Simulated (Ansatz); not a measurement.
# NbRu3C: the cost of one run

Method: DFT PBE, scalar-relativistic, plane waves, PAW, in Ansatz 0.2.0.

1 further run of the same task is left out (it didn't finish).

## Step 1: Starting point

Symmetry: Pm-3m, No. 221, cubic system. Conventional cell: a = 4.065 Å, b = 4.065 Å, c = 4.065 Å, α = 90.00°, β = 90.00°, γ = 90.00°. Nb (site symmetry m-3m) has 12 Ru at 2.87 Å as nearest neighbours. Ru (site symmetry 4/mmm) is surrounded by 2 C at 2.03 Å. C (site symmetry m-3m) has 6 Ru at 2.03 Å as nearest neighbours.

As a file:

```
Nb Ru C
1.0
     4.06514    0.00000    0.00000
     0.00000    4.06514    0.00000
     0.00000    0.00000    4.06514
Nb Ru C
1 3 1
Direct
  0.00000 0.00000 0.00000
  0.00000 0.50000 0.50000
  0.50000 0.00000 0.50000
  0.50000 0.50000 0.00000
  0.50000 0.50000 0.50000
```

The start is a polymorph listed in a database, not an invented cell.

## Step 2: The guess as it stands, on a coarse mesh

File input.yaml:

```yaml
crystal:
  lattice:
    - [4.06513786, 0.0, 0.0]
    - [0.0, 4.06513786, 0.0]
    - [0.0, 0.0, 4.06513786]
  atoms:
    - { symbol: Nb, position: [0.0, 0.0, 0.0] }
    - { symbol: Ru, position: [0.0, 0.5, 0.5] }
    - { symbol: Ru, position: [0.5, 0.0, 0.5] }
    - { symbol: Ru, position: [0.5, 0.5, 0.0] }
    - { symbol: C, position: [0.5, 0.5, 0.5] }
basis:
  ecutwfc: 420
kpoints:
  mp_grid: { grid: [4, 4, 4] }
hamiltonian:
  xc: pbe
scf:
  occupations: { method: gaussian, width: 0.1 }
  lower_state_search: "off"
output:
  forces: true
  stress: true
  eigenvalues: true
```

Started as:

```bash
$ ansatz run input.yaml --threads 1 --pin off --max-ram 2560MiB --backend cpu --events-out ev --progress --plain --runs-dir out
```

**Question.** How long does this run take on 1 thread of Intel Xeon at 2.70GHz, shared host, and how much memory does it need?

About 2.2 s, with a peak of 0.35 GiB.
